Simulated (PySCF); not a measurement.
# C2H9BSi: the cost of one run

The runs use PySCF 2.14.0, with density-fitted response routines of our own; the level of theory stands in each step. All values are computed, except where a source is named. Atoms are numbered from 0 throughout.

## 1. The starting structure

13 atoms, charge 0, multiplicity 1; geometry from: PBE0-D3(BJ)/def2-SVP.

Bonds of the start (Å): B0–C1 1.55, C1–C2 1.53, C2–Si3 1.89, B0–H4 1.21, B0–H5 1.21, C1–H6 1.12, C1–H7 1.10, C2–H8 1.10, C2–H9 1.10, Si3–H10 1.50, Si3–H11 1.50, Si3–H12 1.50.

## 2. Core-electron binding energies: SCAN, X2C

What the job is given:

```
{"job": {"kind": "xps"}, "charge": 0, "multiplicity": 1}
B     -1.692034     0.437182    -0.583268
C     -0.818280    -0.707584     0.000882
C      0.640059    -0.835054    -0.439936
Si     1.750260     0.492064     0.312709
H     -1.356558     1.037488    -1.581487
H     -2.773297     0.678672    -0.094572
H     -1.416577    -1.575004    -0.374034
H     -0.934116    -0.790610     1.096188
H      0.718437    -0.753228    -1.537305
H      1.062159    -1.819274    -0.172259
H      1.760653     0.372775     1.805288
H      3.154595     0.371408    -0.185950
H      1.225872     1.851915    -0.032922
```

Method: delta-SCF UKS SCAN, pcX-2 on the ionised atom, pcseg-1 elsewhere, spin-free X2C.

On the command line:

```bash
OMP_NUM_THREADS=1 python probes_run.py task.json out
```

The driver reads the jobs from task.json and runs them one after another.

**Question.** How long does this first job take on 1 thread of Arm Neoverse V1, shared host, and how much memory does it need?

About 29 s, with a peak of 0.53 GiB.
